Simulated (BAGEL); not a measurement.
# triplet CH4AlFO: a chain of runs

Aim: the energy (triplet CH4AlFO, ROHF/cc-pVDZ), then a single-point energy (singlet CH4AlFO, HF/cc-pVTZ), then a single-point energy (triplet CH4AlFO, ROHF/cc-pVTZ), then a single-point energy (singlet CH4AlFO, HF/cc-pVQZ), then the energy (triplet CH4AlFO, ROHF/cc-pVQZ) of CH4AlFO. 

Program for the calculation: BAGEL 1.2.2.

3 further runs of the same task are left out: 3 set aside as unsound or not needed.

## (1) The structure to begin with

CH4AlFO has 8 atoms, charge 0, and is taken as a triplet. SMILES of the parent species: `[CH3][Al]([OH])[F]`. Geometry: relaxed at PBE0-D4/def2-TZVP. This is one conformer, not always the lowest. That shape belongs to the parent species and isn't relaxed for this state.

Bond lengths: C1–Al2 1.930 Å, Al2–O3 1.689 Å, Al2–F4 1.654 Å, C1–H5 1.094 Å, C1–H6 1.093 Å, C1–H7 1.091 Å, O3–H8 0.956 Å. Angles: C1–Al2–O3 120.6°, C1–Al2–F4 121.2°, O3–Al2–F4 118.2°, Al2–C1–H5 110.7°, Al2–C1–H6 110.7°, Al2–C1–H7 111.9°, Al2–O3–H8 123.8°, H5–C1–H6 106.8°, H5–C1–H7 108.2°, H6–C1–H7 108.3°.

## (2) A single-point energy at ROHF/cc-pVDZ (density fitting with tzvpp-jkfit, property spin gap) (run 1)

Contents of input.json:

```json
{ "bagel": [

{
  "title": "molecule",
  "basis": "cc-pvdz.json",
  "df_basis": "tzvpp-jkfit",
  "angstrom": true,
  "geometry": [
    { "atom": "C", "xyz": [   -0.540500,    1.137000,   -0.105400 ] },
    { "atom": "Al", "xyz": [    0.133600,   -0.668900,   -0.198600 ] },
    { "atom": "O", "xyz": [    1.255200,   -1.228300,    0.933600 ] },
    { "atom": "F", "xyz": [   -0.366000,   -1.708800,   -1.383300 ] },
    { "atom": "H", "xyz": [    0.272900,    1.859000,   -0.220000 ] },
    { "atom": "H", "xyz": [   -0.998800,    1.329500,    0.868500 ] },
    { "atom": "H", "xyz": [   -1.283600,    1.335300,   -0.879800 ] },
    { "atom": "H", "xyz": [    1.619500,   -2.111800,    0.929100 ] }
  ]
},
{ "title": "rohf", "nopen": 2 },
{ "title": "print", "file": "orbitals.molden", "orbitals": true }

]}
```

The basis set cc-pVDZ is read from a file made from the Basis Set Exchange's data (not shown).

The run is started by

```console
BAGEL_NUM_THREADS=1 BAGEL input.json > input.out
```

Output:

```text
* using 1 threads per process

  ===============================================================
  ===============================================================

  *** Geometry ***

  { "atom" : "C", "xyz" : [     -1.021397,      2.148619,     -0.199177 ] },
  { "atom" : "Al", "xyz" : [      0.252467,     -1.264038,     -0.375300 ] },
  { "atom" : "O", "xyz" : [      2.371984,     -2.321151,      1.764248 ] },
  { "atom" : "F", "xyz" : [     -0.691640,     -3.229164,     -2.614058 ] },
  { "atom" : "H", "xyz" : [      0.515706,      3.513001,     -0.415740 ] },
  { "atom" : "H", "xyz" : [     -1.887458,      2.512391,      1.641227 ] },
  { "atom" : "H", "xyz" : [     -2.425652,      2.523351,     -1.662581 ] },
  { "atom" : "H", "xyz" : [      3.060411,     -3.990724,      1.755745 ] },

  Number of auxiliary basis functions:      429

  Since a DF basis is specified, we compute 2- and 3-index integrals:
    o Being stored without compression. Storage requirement is 0.022 GB

  Number of basis functions:       80
  Number of electrons      :       40

    * METHOD: MOLECULE                             0.19

  *** Open-shell HF ***

  === Nuclear Repulsion ===
   157.1934883848

      * DIIS with orbital gradients will be used.

  === ROHF iteration (cc-pvdz.json) ===
      0       -455.93878900          0.03939427           0.10
      1       -456.12343161          0.03187639           0.09
      2       -456.21311779          0.02061704           0.10
      3       -456.29342226          0.00199655           0.10
      4       -456.29541871          0.00087303           0.10
      5       -456.29595176          0.00041956           0.10
      6       -456.29610938          0.00015217           0.10
      7       -456.29616296          0.00008418           0.10
      8       -456.29618043          0.00005978           0.10
      9       -456.29619075          0.00005307           0.10
[... 26 lines of this table left out ...]
     36       -456.29617461          0.00000001           0.10
     37       -456.29617461          0.00000001           0.10
     38       -456.29617461          0.00000001           0.10
     39       -456.29617461          0.00000001           0.10
    * SCF iteration converged.

    * S^2 (ROHF) is 2.0000

    * Permanent dipole moment:
           (    0.429363,    -1.641622,    -0.377382) a.u.

    * METHOD: ROHF                                 4.12

    * METHOD: PRINT                                0.02

  ===============================================================
```

Wall time 4.5 s (1 thread of Arm Neoverse V1, shared host); peak memory 0.1 GiB.

## (3) The singlet: a single-point energy at HF/cc-pVTZ (density fitting with tzvpp-jkfit, property spin gap) (run 2)

Contents of input.json:

```json
{ "bagel": [

{
  "title": "molecule",
  "basis": "cc-pvtz.json",
  "df_basis": "tzvpp-jkfit",
  "angstrom": true,
  "geometry": [
    { "atom": "C", "xyz": [      -0.540500,       1.137000,      -0.105400 ] },
    { "atom": "Al", "xyz": [       0.133600,      -0.668900,      -0.198600 ] },
    { "atom": "O", "xyz": [       1.255200,      -1.228300,       0.933600 ] },
    { "atom": "F", "xyz": [      -0.366000,      -1.708800,      -1.383300 ] },
    { "atom": "H", "xyz": [       0.272900,       1.859000,      -0.220000 ] },
    { "atom": "H", "xyz": [      -0.998800,       1.329500,       0.868500 ] },
    { "atom": "H", "xyz": [      -1.283600,       1.335300,      -0.879800 ] },
    { "atom": "H", "xyz": [       1.619500,      -2.111800,       0.929100 ] }
  ]
},

{
  "title": "hf"
},

{
  "title": "print",
  "file": "orbitals.molden",
  "orbitals": true
}

]}
```

The basis set cc-pVTZ is read from a file made from the Basis Set Exchange's data (not shown).

The run is started by

```console
BAGEL_NUM_THREADS=1 BAGEL input.json > input.out
```

Output:

```text
* using 1 threads per process

  ===============================================================
  ===============================================================

  *** Geometry ***

  { "atom" : "C", "xyz" : [     -1.021397,      2.148619,     -0.199177 ] },
  { "atom" : "Al", "xyz" : [      0.252467,     -1.264038,     -0.375300 ] },
  { "atom" : "O", "xyz" : [      2.371984,     -2.321151,      1.764248 ] },
  { "atom" : "F", "xyz" : [     -0.691640,     -3.229164,     -2.614058 ] },
  { "atom" : "H", "xyz" : [      0.515706,      3.513001,     -0.415740 ] },
  { "atom" : "H", "xyz" : [     -1.887458,      2.512391,      1.641227 ] },
  { "atom" : "H", "xyz" : [     -2.425652,      2.523351,     -1.662581 ] },
  { "atom" : "H", "xyz" : [      3.060411,     -3.990724,      1.755745 ] },

  Number of auxiliary basis functions:      429

  Since a DF basis is specified, we compute 2- and 3-index integrals:
    o Being stored without compression. Storage requirement is 0.111 GB

  Number of basis functions:      180
  Number of electrons      :       40

    * METHOD: MOLECULE                             0.39

  *** RHF ***

  === Nuclear Repulsion ===
   157.1934883848

      * DIIS with orbital gradients will be used.

  === RHF iteration (cc-pvtz.json) ===
      0       -456.23662091          0.01864045           0.15
      1       -456.48912499          0.01205052           0.14
      2       -456.65922187          0.00134436           0.14
      3       -456.66121720          0.00055825           0.15
      4       -456.66151444          0.00008006           0.15
      5       -456.66152457          0.00002251           0.15
      6       -456.66152531          0.00001195           0.14
      7       -456.66152555          0.00000225           0.15
      8       -456.66152557          0.00000090           0.14
      9       -456.66152557          0.00000030           0.14
     10       -456.66152557          0.00000010           0.14
     11       -456.66152557          0.00000004           0.14
     12       -456.66152557          0.00000002           0.14
     13       -456.66152557          0.00000001           0.15
    * SCF iteration converged.

    * Permanent dipole moment:
           (   -0.090890,    -0.119364,    -0.177361) a.u.

    * METHOD: HF                                   2.36

    * METHOD: PRINT                                0.08

  ===============================================================
```

Wall time 3 s (1 thread of Arm Neoverse V1, shared host); peak memory 0.23 GiB.

Runs 3 to 4 aren't shown in full; the table further down has their settings and results.

## (4) A single-point energy at ROHF/cc-pVQZ (density fitting with qzvpp-jkfit, property spin gap) (run 5)

Contents of job.json:

```json
{ "bagel": [

{
  "title": "molecule",
  "basis": "cc-pvqz.json",
  "df_basis": "qzvpp-jkfit",
  "angstrom": true,
  "geometry": [
    { "atom": "C", "xyz": [      -0.540500,       1.137000,      -0.105400 ] },
    { "atom": "Al", "xyz": [       0.133600,      -0.668900,      -0.198600 ] },
    { "atom": "O", "xyz": [       1.255200,      -1.228300,       0.933600 ] },
    { "atom": "F", "xyz": [      -0.366000,      -1.708800,      -1.383300 ] },
    { "atom": "H", "xyz": [       0.272900,       1.859000,      -0.220000 ] },
    { "atom": "H", "xyz": [      -0.998800,       1.329500,       0.868500 ] },
    { "atom": "H", "xyz": [      -1.283600,       1.335300,      -0.879800 ] },
    { "atom": "H", "xyz": [       1.619500,      -2.111800,       0.929100 ] }
  ]
},

{ "title": "rohf", "nopen": 2 },

{ "title": "print", "file": "orbitals.molden", "orbitals": true }

]}
```

The basis set cc-pVQZ is read from a file made from the Basis Set Exchange's data (not shown).

The run is started by

```console
BAGEL_NUM_THREADS=1 BAGEL job.json > job.out
```

Output:

```text
* using 1 threads per process

  ===============================================================
  ===============================================================

  *** Geometry ***

  { "atom" : "C", "xyz" : [     -1.021397,      2.148619,     -0.199177 ] },
  { "atom" : "Al", "xyz" : [      0.252467,     -1.264038,     -0.375300 ] },
  { "atom" : "O", "xyz" : [      2.371984,     -2.321151,      1.764248 ] },
  { "atom" : "F", "xyz" : [     -0.691640,     -3.229164,     -2.614058 ] },
  { "atom" : "H", "xyz" : [      0.515706,      3.513001,     -0.415740 ] },
  { "atom" : "H", "xyz" : [     -1.887458,      2.512391,      1.641227 ] },
  { "atom" : "H", "xyz" : [     -2.425652,      2.523351,     -1.662581 ] },
  { "atom" : "H", "xyz" : [      3.060411,     -3.990724,      1.755745 ] },

  Number of auxiliary basis functions:      429

  Since a DF basis is specified, we compute 2- and 3-index integrals:
    o Being stored without compression. Storage requirement is 0.406 GB

  Number of basis functions:      344
  Number of electrons      :       40

    * METHOD: MOLECULE                             0.94

  *** Open-shell HF ***

  === Nuclear Repulsion ===
   157.1934883848

      * DIIS with orbital gradients will be used.

  === ROHF iteration (cc-pvqz.json) ===
      0       -455.98560967          0.02887172           0.85
      1       -456.21754940          0.02156794           0.95
      2       -456.32810218          0.01466862           0.97
      3       -456.43548440          0.00110681           0.97
      4       -456.43722034          0.00052210           0.97
      5       -456.43776177          0.00022788           0.96
      6       -456.43790967          0.00009653           0.98
      7       -456.43795562          0.00004954           0.95
      8       -456.43797508          0.00002931           0.97
      9       -456.43798272          0.00002482           0.97
[... 25 lines of this table left out ...]
     35       -456.43797427          0.00000006           0.98
     36       -456.43797427          0.00000003           0.97
     37       -456.43797427          0.00000001           0.98
     38       -456.43797427          0.00000001           0.97
    * SCF iteration converged.

    * S^2 (ROHF) is 2.0000

    * Permanent dipole moment:
           (    0.411078,    -1.501022,    -0.353603) a.u.

    * METHOD: ROHF                                38.57

    * METHOD: PRINT                                0.30

  ===============================================================
```

Wall time 40 s (1 thread of Arm Neoverse V1, shared host); peak memory 0.58 GiB.

## (5) All runs side by side

```csv
run,level,integral approximation,partner,energy (Eh),dipole moment (D),⟨S²⟩,wall time
1,"ROHF/cc-pVDZ (density fitting with tzvpp-jkfit, property spin gap)",tzvpp-jkfit,triplet,-456.296175,4.42,2.000,4.5 s
2,"HF/cc-pVTZ (density fitting with tzvpp-jkfit, property spin gap)",tzvpp-jkfit,base,-456.661526,0.59,–,3 s
3,"ROHF/cc-pVTZ (density fitting with tzvpp-jkfit, property spin gap)",tzvpp-jkfit,triplet,-456.406758,4.18,2.000,14 s
4,"HF/cc-pVQZ (density fitting with qzvpp-jkfit, property spin gap)",qzvpp-jkfit,base,-456.686522,0.58,–,7.8 s
5,"ROHF/cc-pVQZ (density fitting with qzvpp-jkfit, property spin gap)",qzvpp-jkfit,triplet,-456.437974,4.06,2.000,40 s
```

## (6) Results

| quantity | value |
| --- | --- |
| run 5, ROHF/cc-pVQZ: total energy | -456.43797 Eh |
| run 5, ROHF/cc-pVQZ: dipole moment | 4.06 D |
| run 5, ROHF/cc-pVQZ: ⟨S²⟩ | 2.000 |
| vertical energy of the triplet above the singlet, HF/cc-pVTZ | 6.933 eV |
| vertical energy of the triplet above the singlet, HF/cc-pVQZ | 6.763 eV |

At HF/cc-pVTZ: at this shape the triplet lies 6.93 eV (160 kcal/mol) above the singlet. At HF/cc-pVQZ: at this shape the triplet lies 6.76 eV (653 kJ/mol) above the singlet. Over runs 1, 3, 5 the dipole moment (its size) runs from 4.06 D (ROHF/cc-pVQZ) to 4.42 D (ROHF/cc-pVDZ). All runs together took 70 s, the longest 40 s.
